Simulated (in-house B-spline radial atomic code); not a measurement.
# Xe⁶⁺: ionisation energy by several methods

An exercise on one series of results from a longer session: the logs are not shown, and one member is left open.

The numbers are computed with in-house B-spline radial atomic code version 1 (scalar-relativistic (X2C), several functionals, spin-polarised; spherical all-electron atom at the radial basis limit), except any that are marked as measured or tabulated.

### Starting point

```
element       : xenon (Z = 54)
charge        : +6
electrons     : 48
configuration : [Kr] 4d10 5s2
nucleus       : Fermi, rms radius 4.786 fm
```

The outer shells:

[Kr] 4d10 5s2
```
[Kr] core
4d [↑↓][↑↓][↑↓][↑↓][↑↓]
5s [↑↓]
```

Where spins are not typed, each open shell is filled with up spins first.

The first run:

Settings of the run:

```ini
Z = 54
electrons = 48.0
configuration = [Kr] 4d10 5s2
hamiltonian = x2c
method = pw91,pw91
spin_polarised = True
nucleus = fermi
rms_radius = 4.7859
mass_number = 132
atomic_mass = 131.90415508346
speed_of_light = 137.035999084
```

Among the steps run: PW91; TPSSh; fractional-occupation HF; r2SCAN0; B3LYP; M06-2X.

One of the session's tables, all rows but one given; the rest of the session is left out.

| method | ΔSCF (eV) |
| --- | --- |
| PW91 | 92.648 |
| TPSSh | 91.831 |
| r2SCAN0 | ? |
| B3LYP | 92.541 |
| M06-2X | 92.099 |
| fractional-occupation HF | 89.652 |

**Question.** Estimate the row for r2SCAN0.

The run gave: ΔSCF (eV): 91.501. In the column «ΔSCF (eV)» it lies between fractional-occupation HF (89.652) and TPSSh (91.831).
